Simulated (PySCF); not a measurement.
# C2H6AlCl: the cost of one run

Method: levels as typed in each script, gas phase, geometry from GFN2-xTB; program: PySCF 2.14.0.

### Step 1. The starting structure

SMILES `C[Al](C)Cl`, 10 atoms, charge 0, spin multiplicity 1.

Bond lengths: C1–Al2 1.993 Å, C1–H5 1.092 Å, C1–H6 1.095 Å, C1–H7 1.101 Å, Al2–C3 1.994 Å, Al2–Cl4 2.039 Å, C3–H8 1.095 Å, C3–H9 1.089 Å, C3–H10 1.092 Å. Angles: Al2–C1–H5 113.5°, Al2–C1–H6 111.4°, Al2–C1–H7 111.2°, H5–C1–H6 107.2°, H5–C1–H7 107.7°, H6–C1–H7 105.4°, C1–Al2–C3 125.9°, C1–Al2–Cl4 117.2°, C3–Al2–Cl4 117.0°, Al2–C3–H8 111.4°, Al2–C3–H9 111.5°, Al2–C3–H10 113.5°, H8–C3–H9 106.2°, H8–C3–H10 107.2°, H9–C3–H10 106.5°.

Coordinates:

| atom | x (Å) | y (Å) | z (Å) |
| --- | --- | --- | --- |
| C1 | -1.2704 | 1.7737 | -0.0002 |
| Al2 | -0.3604 | 0.0003 | -0.0001 |
| C3 | -1.2649 | -1.7764 | -0.0005 |
| Cl4 | 1.6785 | 0.0006 | 0.0004 |
| H5 | -2.3597 | 1.7042 | -0.0019 |
| H6 | -0.9848 | 2.3692 | 0.8735 |
| H7 | -0.9722 | 2.3749 | -0.8737 |
| H8 | -0.9770 | -2.3710 | -0.8740 |
| H9 | -0.9896 | -2.3655 | 0.8732 |
| H10 | -2.3544 | -1.7103 | 0.0007 |

### Step 2. Density, bond paths and surface potential (HF/def2-svpd)

The input, input.py:

```python
import numpy as np
from pyscf import gto, scf, dft
from pyscf.scf import atom_ks, atom_hf
from scipy.linalg import block_diag

def solve(mol, dm0=None, hcore=None):
    mf = scf.UHF(mol) if mol.spin else scf.RHF(mol)
    mf = mf.density_fit(auxbasis='def2-universal-jkfit')
    mf.conv_tol, mf.max_cycle = 1e-8, 80
    if hcore is not None:
        mf.get_hcore = lambda *args: hcore
    mf.kernel(dm0)
    if not mf.converged:
        mf = mf.newton().run(mf.mo_coeff, mf.mo_occ, max_cycle=30)
    assert mf.converged, 'SCF not converged'
    return mf

mol = gto.M(atom='''
C     -1.27041     1.77374    -0.00018
Al    -0.36036     0.00026    -0.00012
C     -1.26493    -1.77642    -0.00046
Cl     1.67849     0.00065     0.00045
H     -2.35972     1.70420    -0.00191
H     -0.98475     2.36916     0.87353
H     -0.97216     2.37490    -0.87365
H     -0.97698    -2.37096    -0.87402
H     -0.98956    -2.36547     0.87316
H     -2.35444    -1.71025     0.00071
''', basis='def2-svpd', charge=0, spin=0, verbose=4)
mf = solve(mol)
mf.analyze()
# spherically averaged free atoms, for the promolecule
atm = scf.atom_hf.get_atm_nrhf(mol)
pro = block_diag(*[(atm[a[0]][2] * atm[a[0]][3]) @ atm[a[0]][2].T for a in mol._atom])
np.savez('result.npz', e=mf.e_tot, c=mf.mo_coeff, occ=mf.mo_occ, eps=mf.mo_energy, pro=pro, dip=mf.dip_moment(verbose=0), s2=mf.spin_square()[0])
```

Command:

```
$ OMP_NUM_THREADS=1 python input.py
```

Q: Estimate wall time and peak memory on 1 thread of Intel Xeon Platinum 8488C (Sapphire Rapids), shared host.

About 2.4 s, with a peak of 0.19 GiB.
